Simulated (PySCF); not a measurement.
# F4Ti (TiF4): the cost of one run

Programs: PySCF 2.14.0, with density-fitted response routines of our own. Each step states its level of theory. These are calculated values for one molecule in the gas phase, unless marked as measured. Atoms are numbered from 0 throughout.

## Step 1: The starting structure

5 atoms, charge 0, multiplicity 1; geometry from: GFN2-xTB. The atoms were then displaced at random by about 0.03 Å, so the start is not that level's minimum.

Bonds of the start (Å): F0–Ti1 1.78, Ti1–F2 1.71, Ti1–F3 1.65, Ti1–F4 1.71.

## Step 2: Geometry optimisation at PBE0-D3(BJ)/def2-SVP

The job: settings as JSON, then the geometry in Å.

```
{"job": {"xc": "PBE0", "basis": "def2-SVP", "d3": "d3bj", "grid": 1, "shake": 0.03, "kind": "geom"}, "charge": 0, "multiplicity": 1}
F      1.706520    -0.458390    -0.134710
Ti    -0.013860    -0.012600    -0.012680
F     -0.281340     1.633900    -0.384140
F     -0.422310    -0.307880     1.560590
F     -0.896920    -0.959800    -1.125540
```

Started as:

```bash
$ OMP_NUM_THREADS=1 python probes_run.py task.json out
```

One launch serves the whole session: the jobs run in the order shown.

Q: Estimate the wall time and peak memory of this first job on 1 thread of Arm Neoverse V1, shared host.

About 27 s, with a peak of 0.35 GiB.
